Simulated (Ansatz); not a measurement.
Predict the output of the script below (Ansatz 0.2.0, Python API).

Script `c2h4bbr_methods.py`:
```python
'''C2H4BBr at several levels of theory.'''

import warnings

import ansatz as az


def main() -> None:
    warnings.simplefilter('ignore', az.DeckWarning)

    molecule = (
        az.Crystal.molecule()
        .atom('B', (0.0697, 1.2374, 0.3022))
        .atom('C', (0.1941, -0.1268, -0.38))
        .atom('C', (-0.3434, -1.2231, 0.167))
        .atom('Br', (1.235, -0.2393, -2.0305))
        .atom('H', (0.4813, 2.2358, -0.2399))
        .atom('H', (-0.5687, 1.4103, 1.3073))
        .atom('H', (-0.8348, -1.1776, 1.1203))
        .atom('H', (-0.141, -2.1738, -0.3021))
    )

    base = molecule.calculation().basis(gaussian='def2-SVP')

    methods = ['mp2', 'ccsd', 'ccsd_t']
    reports = [base.correlation(m).run(threads=1, pin='off').report for m in methods]
    print(f'Hartree-Fock reference {reports[0]["reference_energy_ev"] / 27.211386246:.6f} Ha')
    best = reports[-1]['free_energy_ev'] - reports[-1]['reference_energy_ev']
    for method, each in zip(methods, reports):
        gained = each['free_energy_ev'] - each['reference_energy_ev']
        print(f'{method:8s} total {each["free_energy_ev"] / 27.211386246:.6f} Ha  correlation {gained:9.4f} eV  ({100 * gained / best:.1f} % of the last)')


if __name__ == '__main__':
    main()
```

Output of `python c2h4bbr_methods.py`:
```text
Hartree-Fock reference -2674.727210 Ha
mp2      total -2675.302439 Ha  correlation  -15.6528 eV  (91.3 % of the last)
ccsd     total -2675.337618 Ha  correlation  -16.6100 eV  (96.9 % of the last)
ccsd_t   total -2675.357412 Ha  correlation  -17.1487 eV  (100.0 % of the last)
```

Reading the output:
- Total energies depend on the basis set; only differences at equal settings carry meaning.
- The geometry is a force-field or estimated start, not a minimum of this method, and the basis set is short of its limit. A lower total doesn't mark the better method: functionals have no common bound, and MP2 and coupled cluster aren't variational.
- Inner cores stay frozen; a filled d shell under the valence of the heavier atoms is correlated with it.
- Run time: 18 s on 1 thread of Arm Neoverse V2, on a shared host, peak memory 0.42 GiB.
